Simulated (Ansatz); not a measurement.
# CH2BClOS: the cost of one run

Method: UKS B3LYP-D4/STO-3G, in Ansatz 0.2.0.

### 1 Starting point

Bond lengths: O1–B2 1.448 Å, B2–Cl3 1.833 Å, B2–C4 1.572 Å, C4–S5 1.433 Å, O1–H6 1.034 Å, C4–H7 1.080 Å. Angles: O1–B2–Cl3 117.9°, O1–B2–C4 122.9°, Cl3–B2–C4 119.0°, B2–O1–H6 103.6°, B2–C4–S5 121.3°, B2–C4–H7 119.1°, S5–C4–H7 118.9°.

As a file:

```xyz
7

O     0.1194    0.3551    1.5901
B     0.1943   -0.3757    0.3422
Cl    0.5101   -2.1799    0.4223
C     0.1352    0.3264   -1.0627
S    -0.1969    1.7152   -1.1868
H    -0.8923    0.3694    1.8041
H     0.1915   -0.2786   -1.9550
```

### 2 Preparing the start

input.yaml

```yaml
crystal:
  periodic: [false, false, false]
  atoms:
    - { symbol: O, position_ang: [0.1194, 0.3551, 1.5901] }
    - { symbol: B, position_ang: [0.1943, -0.3757, 0.3422] }
    - { symbol: Cl, position_ang: [0.5101, -2.1799, 0.4223] }
    - { symbol: C, position_ang: [0.1352, 0.3264, -1.0627] }
    - { symbol: S, position_ang: [-0.1969, 1.7152, -1.1868] }
    - { symbol: H, position_ang: [-0.8923, 0.3694, 1.8041] }
    - { symbol: H, position_ang: [0.1915, -0.2786, -1.955] }
magnetization:
  spin_polarized: true
basis:
  gaussian: { orbitals: STO-3G }
hamiltonian:
  xc: b3lyp
  dispersion: d4
relax:
  f_tol: 0.02
  max_steps: 40
output:
  orbitals: {}
```

On the command line:

```console
$ ansatz run input.yaml --threads 1 --pin off --max-ram 2048MiB --backend cpu --events-out ev --progress --plain --runs-dir out
```

What time and memory should one allow on 1 thread of an x86-64 CPU, shared host?

About 2.3 min, with a peak of 0.2 GiB.
